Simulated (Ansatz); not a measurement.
# YTe: how well frozen cores do

Aim: solve YTe at one geometry with LAPW, all electrons, PAW with frozen cores and datasets made for this crystal, and see where they agree.

Program: Ansatz 0.2.0. Level of theory: DFT PBEsol, scalar-relativistic. These are calculated values, not measurements.

### Step 1. The starting structure

Symmetry: Fm-3m, No. 225, cubic system. Conventional cell: a = 6.095 Å, b = 6.095 Å, c = 6.095 Å, α = 90.00°, β = 90.00°, γ = 90.00°. Y (site symmetry m-3m) has 6 Te at 3.05 Å as nearest neighbours. Around Te (site symmetry m-3m) lie 6 Y at 3.05 Å.

Structure file:

```cif
data_structure
_symmetry_space_group_name_H-M 'Fm-3m'
_symmetry_Int_Tables_number 225
_cell_length_a 6.0950
_cell_length_b 6.0950
_cell_length_c 6.0950
_cell_angle_alpha 90.000
_cell_angle_beta 90.000
_cell_angle_gamma 90.000
_cell_volume 226.42
loop_
_atom_site_label
_atom_site_type_symbol
_atom_site_symmetry_multiplicity
_atom_site_Wyckoff_symbol
_atom_site_fract_x
_atom_site_fract_y
_atom_site_fract_z
_atom_site_occupancy
Y1 Y 4 a 0.00000 0.00000 0.00000 1
Te1 Te 4 b 0.50000 0.00000 0.00000 1
```

The file gives the conventional cell by its symmetry; the runs use the cell typed in the input.

The structure is an experimental refinement, used without relaxation.

Atoms are numbered in the order of the input: Y1, Te2.

### Step 2. LAPW, all electrons

Contents of input.yaml:

```yaml
crystal:
  lattice:
    - [0.0, 3.0475, 3.0475]
    - [3.0475, 0.0, 3.0475]
    - [3.0475, 3.0475, 0.0]
  atoms:
    - { symbol: "Y", position: [0.0, 0.0, 0.0] }
    - { symbol: Te, position: [0.5, 0.5, 0.5] }
kpoints:
  mp_grid: { grid: [12, 12, 12] }
  band_path:
    path:
      - [0.0, 0.0, 0.0]
      - [0.5, 0.0, 0.5]
      - [0.625, 0.25, 0.625]
      - [0.375, 0.375, 0.75]
      - [0.0, 0.0, 0.0]
      - [0.5, 0.5, 0.5]
      - [0.5, 0.25, 0.75]
      - [0.5, 0.0, 0.5]
    npoints: 14
scf:
  occupations: { method: fermi_dirac, width: 0.05 }
hamiltonian:
  xc: pbesol
  pseudopotentials: { kind: all_electron, lapw: { basis_error: 0.0005 } }
output:
  forces: true
  stress: true
  eigenvalues: true
  populations: true
  dos: { projected: true, de: 0.2, e_range: [-14, 8] }
```

Command:

```bash
> ansatz run input.yaml --threads 1 --pin off --max-ram 3072MiB --backend cpu --events-out ev --progress --plain --runs-dir out
```

### Step 3. PAW with frozen cores

Changes to input.yaml since step 2:

```diff
@@ -25,3 +25,3 @@
   xc: pbesol
-  pseudopotentials: { kind: all_electron, lapw: { basis_error: 0.0005 } }
+  pseudopotentials: { kind: paw }
 output:
@@ -30,3 +30,9 @@
   eigenvalues: true
+  efg: { contact_densities: true }
   populations: true
+  bader: true
   dos: { projected: true, de: 0.2, e_range: [-14, 8] }
+  write_density: true
+  write_potential: true
+  elf: true
+  volumetric_format: npy
```

### Step 4. Datasets made for this crystal

Changes to input.yaml since step 3:

```diff
@@ -20,3 +20,3 @@
       - [0.5, 0.0, 0.5]
-    npoints: 14
+    npoints: 8
 scf:
@@ -25,3 +25,3 @@
   xc: pbesol
-  pseudopotentials: { kind: paw }
+  pseudopotentials: { kind: all_electron, datasets: crystal }
 output:
@@ -31,8 +31 @@
   efg: { contact_densities: true }
-  populations: true
-  bader: true
-  dos: { projected: true, de: 0.2, e_range: [-14, 8] }
-  write_density: true
-  write_potential: true
-  elf: true
-  volumetric_format: npy
```

(Steps that only read results are left out.)

What does the calculation give? Wanted: pressure; gap; Bader charges; highest ELF.

The runs gave:

```
           quantity                                              value
           pressure  LAPW -0.50, PAW -0.51, crystal datasets -0.50 GPa
         gap (LAPW)                                               none
Bader charges (PAW)                              Y1 +1.50, Te2 -1.50 e
  highest ELF (PAW)                               0.68, 1.29 Å from Te
```

In words: At this geometry the cell is under tension of 0.5 GPa, so it would shrink if let go. With 51 electrons in the bands of a cell, and no spin, a band must be partly filled: it is a metal at this level. Y 4d carries the largest share, 87 %, of the projected states within 0.3 eV of the Fermi level. The projection holds only the free atom's occupied shells (Y 5s, Y 4d, Te 5s, Te 5p in this range). In pressure, PAW differs from LAPW by -0.01 GPa. The price, with the outputs that each input asks for: 29 s for LAPW against 18 s for PAW, about 1.6 to one. Spin-orbit coupling is left out, though the cell holds Te; in elements this heavy it can shift bands and gaps by tenths of an eV.
